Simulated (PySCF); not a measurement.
# MoO₂Cl₂: structure of the singlet

Where does singlet MoO₂Cl₂ go from a see-saw (ligand arrangement 1) start, is the end point a minimum, and what are its modes, charges and moments?

Program: PySCF 2.14.0. Level of theory: PBE, basis Mo def2-SVP with ECP28, O def2-SVP, Cl def2-SVP, scalar-relativistic core potentials, no spin–orbit coupling, density fitting. These are calculated values, not measurements.

### 1 The system as given

5 atoms, charge 0, spin multiplicity 1.

Bond lengths: Mo1–O2 1.780 Å, Mo1–O3 1.780 Å, Mo1–Cl4 2.370 Å, Mo1–Cl5 2.370 Å. Angles: O2–Mo1–O3 104.0°, O2–Mo1–Cl4 86.9°, O2–Mo1–Cl5 86.9°, O3–Mo1–Cl4 86.9°, O3–Mo1–Cl5 86.9°, Cl4–Mo1–Cl5 170.0°.

```xyz
5
charge 0 multiplicity 1
Mo    0.0000    0.0000    0.0000
O     1.4027    0.0000    1.0959
O    -1.4027    0.0000    1.0959
Cl    0.0000    2.3610    0.2066
Cl    0.0000   -2.3610    0.2066
```

### 2 The SCF at the typed geometry

The steps below are one call of a driver around PySCF. For each, scf.py gives the equivalent set-up of the SCF; relaxations use the driver's own optimiser. After this first run the driver tries any further starts and a stability analysis.

scf.py reads:

```python
from pyscf import gto, scf, dft
mol = gto.M(atom='''
Mo     0.000000     0.000000     0.000000
O      1.402700     0.000000     1.095900
O     -1.402700     0.000000     1.095900
Cl     0.000000     2.361000     0.206600
Cl    -0.000000    -2.361000     0.206600''',
    basis={'Mo': 'def2-SVP', 'O': 'def2-SVP', 'Cl': 'def2-SVP'},
    ecp={'Mo': 'def2-SVP'},
    charge=0, spin=0)
mf = dft.RKS(mol, xc='PBE')
mf.grids.atom_grid = (50, 194)
aux = {'Mo': 'def2-universal-JKFIT', 'O': 'def2-universal-JKFIT', 'Cl': 'def2-universal-JKFIT'}
mf = mf.density_fit(auxbasis=aux)
mf.conv_tol = 1e-08
mf.diis_space = 10
mf.max_cycle = 60
mf.init_guess = 'minao'
mf.verbose = 4
mf.kernel()
```

Launch:

```bash
$ OMP_NUM_THREADS=2 python axn.py task.json out
```

After this run come: Relaxing the singlet from the see-saw (ligand arrangement 1) start; Frequencies.

Q: Predict the outcome of this session. Wanted: minimum; geometry; wavenumbers; dipole moment; highest occupied, lowest empty level; polar-tensor charge of Mo1; zero-point energy; atomisation energy.

**Answer**, as computed:

| quantity | value |
| --- | --- |
| minimum | singlet, C2v |
| geometry | Mo–Cl 2.270 Å (×2), Mo–O 1.687 Å (×2); Cl–Mo–Cl 112.3°, Cl–Mo–O 109.5° (×4), O–Mo–O 106.5° |
| wavenumbers (cm⁻¹) | 114 (a1), 173 (b2), 206 (a2), 234 (b1), 336 (a1), 420 (a1), 442 (b1), 996 (b2), 1015 (a1) |
| dipole moment | 1.23 D |
| highest occupied, lowest empty level | -8.27, -4.53 eV |
| polar-tensor charge of Mo1 | +1.85 e |
| zero-point energy | 23.5 kJ/mol |
| entropy at 298.15 K | 340.8 J/(mol K) |
| atomisation energy (no zero-point energy) | 2219 kJ/mol |

In words: The see-saw (ligand arrangement 1) start keeps its C2v symmetry and ends in a minimum. The strongest infrared band lies at 996 cm⁻¹ (b2, stretch). Only this shape and spin were tried, so other structures or states may lie lower.
